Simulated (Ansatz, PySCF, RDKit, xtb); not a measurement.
**Which structure has the formula C2H3Te−?**

Given the formula C2H3Te− (charge -1) and nothing else, which arrangement of the atoms is the most stable in the gas at 298.15 K, and what are its properties?

The funnel: GFN2-xTB relaxations, single points with a density functional, relaxations at PBE0-D3(BJ)/def2-SVPD, harmonic vibrations, and a last energy at a higher level. All values are calculated.

6 further runs of the same task are left out: 6 set aside as unsound or not needed.

**1. Candidates**

A program enumerates the bonding patterns with one Lewis structure each (two rings at most, one unusual centre or charged pair), with their diastereomers. O–O, O–halogen and N–halogen bonds and N–N–N chains are not drawn. That gives 13 candidates.

```csv
label,SMILES,spin
c088,[C-]#[Te]C,singlet
c108,[CH]C[Te-],triplet
c242,[CH-]1C[Te]1,singlet
c333,[C-]#[TeH]=C,singlet
c337,[CH]C[Te-],singlet
c397,C=C[Te-],singlet
c419,C#[Te][CH2-],singlet
c639,[C-]1=[TeH]C1,singlet
c653,[CH-]=C[TeH],singlet
c705,C[C-]=[Te],singlet
c810,C#[TeH]=[CH-],singlet
c854,C1=[TeH][CH-]1,singlet
c991,C=[C-][TeH],singlet
```

Candidates are built by distance geometry, with a force field where one applies, in up to four conformers (letters a to d). 16 starts with atoms placed at random are added, to find patterns that the rules miss.

**Question.** With final energies at CCSD(T)/def2-SVPD + MP2/def2-TZVPPD - MP2/def2-SVPD, which structure will this search put lowest in free energy, and by what margin?

| quantity | value |
| --- | --- |
| lowest structure found | C=C[Te-], singlet, Cs |
| next finalist | [CH-]1C[Te]1, singlet, 41.7 kcal/mol higher in G |
| share at equilibrium, among the finalists | 100.0 % |
| harmonic wavenumbers, lowest and highest (PBE0-D3(BJ)/def2-SVPD) | 296 and 3200 cm⁻¹ |
| rotational constants, same geometry | 1.918, 0.1019, 0.09673 cm⁻¹ |
| HOMO energy (PBE0/def2-TZVPD) | -0.33 eV |
| LUMO energy (PBE0/def2-TZVPD) | 3.38 eV |
| HOMO–LUMO gap (to an unbound level, set by the basis) (PBE0/def2-TZVPD) | 3.71 eV |
| lowest excitation (TD-PBE0/def2-SVPD) | 3.13 eV (f = 0.005) |
| strongest of the states computed, same level | 3.86 eV (f = 0.169) |
| lowest triplet excitation, same level, Tamm-Dancoff | 2.94 eV |
| vertical detachment energy | 2.08 eV |
| vertical triplet less singlet | +2.74 eV |

The search ends on `C=C[Te-]`. Among the finalists first place is clear (41.7 kcal/mol); structures outside the list aren't covered. GFN2-xTB, HF/STO-3G, r2SCAN-D4/def2-SVPD, PBE0-D3(BJ)/def2-SVPD, HF/def2-SVPD and MP2/def2-SVPD already put its bonding pattern lowest among the structures in one piece. Spin-orbit coupling, which matters for elements this heavy, is left out. In an anion, excitations above the detachment energy lie in the continuum and hang on the basis, so they needn't be bound states. The search is not exhaustive (a finite list of starts, one conformer a finalist), so a lower isomer can't be ruled out. Patterns outside the rules of the enumeration were met only by chance.
